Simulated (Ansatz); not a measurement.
## YbTlS₂, space group R-3m: a convergence test of the plane-wave cutoff, step by step

Program: Ansatz 0.2.0, Python API.

The script reads `ybtls2.cif`:
```cif
data_YbTlS2
_cell_length_a 7.153922
_cell_length_b 7.153922
_cell_length_c 7.153922
_cell_angle_alpha 33.23435
_cell_angle_beta 33.23435
_cell_angle_gamma 33.23435
_symmetry_space_group_name_H-M 'P 1'
_symmetry_Int_Tables_number 1
loop_
_symmetry_equiv_pos_as_xyz
'x, y, z'
loop_
_atom_site_label
_atom_site_type_symbol
_atom_site_fract_x
_atom_site_fract_y
_atom_site_fract_z
Yb1 Yb    0.000000    0.000000    0.000000
Tl2 Tl    0.500000    0.500000    0.500000
S3 S    0.257712    0.257712    0.257712
S4 S    0.742288    0.742288    0.742288
```

Notebook, run cell by cell (the value of a cell's last expression is shown):

```python
import warnings

import ansatz
from ase.io import read
from tabulate import tabulate
```

```python
warnings.simplefilter('ignore', ansatz.DeckWarning)
```

```python
atoms = read('ybtls2.cif')
system = ansatz.Crystal.from_ase(atoms)
```

```python
system.resolved().tree()['lattice']
```

    ((7.153922, 0.0, 0.0), (5.983797098394965, 3.9208127049534003, 0.0),
     (5.983797098394965, 1.7858006790628158, 3.4905140311969487))

```python
base = system.calculation().kpoints(7).functional('lda').occupations('methfessel_paxton')
```

```python
rows = []
for value in [300, 400, 500, 600]:
    rep = base.basis(value).run(threads=1).report
    rows.append((value, rep['free_energy_ev'] / len(rep['lattice']['sites']), rep['n_iterations'], rep['n_pw']))
```

```python
print(tabulate(rows, headers=['cutoff (eV)', 'F/atom (eV)', 'iterations', 'plane waves'], floatfmt='.4f', tablefmt='github'))
```

    |   cutoff (eV) |   F/atom (eV) |   iterations |   plane waves |
    |---------------|---------------|--------------|---------------|
    |           300 |    -6612.7396 |           20 |          1141 |
    |           400 |    -6612.7854 |           21 |          1781 |
    |           500 |    -6612.7863 |           21 |          2479 |
    |           600 |    -6612.7866 |           22 |          3279 |

```python
# differences from the last row
for row in rows[:-1]:
    shift = 1000 * (row[1] - rows[-1][1])
    print(f'{row[0]}: {shift:+.2f} meV/atom' + ('  (within 2 meV)' if abs(shift) < 2 else ''))
```

    300: +46.99 meV/atom
    400: +1.13 meV/atom  (within 2 meV)
    500: +0.24 meV/atom  (within 2 meV)

From 400 eV on it stays within 2 meV an atom of the value at 600 eV; the first row (300 eV) is off by 47.0 meV and the last but one by 0.24 meV. The energy falls steadily, as expected when plane waves are added. The last run costs about 3.0 times the first.

What to keep in mind:
- Semilocal functionals put the nearly full 4f shell of Yb too close to the Fermi level.
- For a metal this k-point mesh is coarse: on a finer one energies can move by several to tens of meV an atom and pressures by half a GPa or more, differences at one mesh by less.
- Spin-orbit coupling, which matters for elements this heavy, is left out.
- The structure comes from a database of computed cells and needn't be a stable or known phase.
- Shifts are counted from the last row, which is itself no proven limit.
- The script silences the warnings on its input, which a real study should read.
- Run time: 58 s on 1 thread of Arm Neoverse V2, on a shared host, peak memory 0.6 GiB.
